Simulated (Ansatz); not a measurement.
# CsPbBr3: the cost of one run

Program: Ansatz 0.2.0. Level of theory: DFT PBE, scalar-relativistic, plane waves, PAW, and further levels as typed in the inputs. These are calculated values, not measurements.

## (1) The system as given

It takes space group Pm-3m (No. 221, cubic). Conventional cell: a = 5.870 Å, b = 5.870 Å, c = 5.870 Å, α = 90.00°, β = 90.00°, γ = 90.00°. Cs (site symmetry m-3m) has 12 Br at 4.15 Å as nearest neighbours. Pb (site symmetry m-3m) has 6 Br at 2.94 Å as nearest neighbours. Br (site symmetry 4/mmm) has 2 Pb at 2.94 Å and 4 Cs at 4.15 Å as nearest neighbours.

Structure file:

```cif
data_structure
_symmetry_space_group_name_H-M 'Pm-3m'
_symmetry_Int_Tables_number 221
_cell_length_a 5.8700
_cell_length_b 5.8700
_cell_length_c 5.8700
_cell_angle_alpha 90.000
_cell_angle_beta 90.000
_cell_angle_gamma 90.000
_cell_volume 202.26
loop_
_atom_site_label
_atom_site_type_symbol
_atom_site_symmetry_multiplicity
_atom_site_Wyckoff_symbol
_atom_site_fract_x
_atom_site_fract_y
_atom_site_fract_z
_atom_site_occupancy
Cs1 Cs 1 a 0.00000 0.00000 0.00000 1
Pb1 Pb 1 b 0.50000 0.50000 0.50000 1
Br1 Br 3 c 0.00000 0.50000 0.50000 1
```

The structure rests on an entry of the Crystallography Open Database; cell or positions may have been set otherwise for this series.

## (2) Single point: CsPbBr3, no spin

input.yaml reads:

```yaml
crystal:
  lattice:
    - [5.87, 0.0, 0.0]
    - [0.0, 5.87, 0.0]
    - [0.0, 0.0, 5.87]
  atoms:
    - { symbol: Cs, position: [0.0, 0.0, 0.0] }
    - { symbol: Pb, position: [0.5, 0.5, 0.5] }
    - { symbol: Br, position: [0.0, 0.5, 0.5] }
    - { symbol: Br, position: [0.5, 0.0, 0.5] }
    - { symbol: Br, position: [0.5, 0.5, 0.0] }
scf:
  occupations: { method: fixed }
output:
  forces: false
  stress: false
  eigenvalues: true
  eigenstates: { kpoints: [[0, 0, 0], [0.5, 0.5, 0.5]], e_range: [-3, 6] }
  write_density: true
  write_potential: true
  elf: true
  volumetric_format: npy
kpoints:
  mp_grid: { grid: [8, 8, 8] }
```

Started as:

```
$ ansatz run input.yaml --threads 8 --pin off --max-ram 22528MiB --backend cpu --events-out ev --progress --plain --runs-dir out
```

**Question.** How long does this run take on 8 threads of Intel Xeon Platinum 8375C at 2.90GHz (Ice Lake), shared host, and how much memory does it need?

About 1.5 s, with a peak of 0.73 GiB.
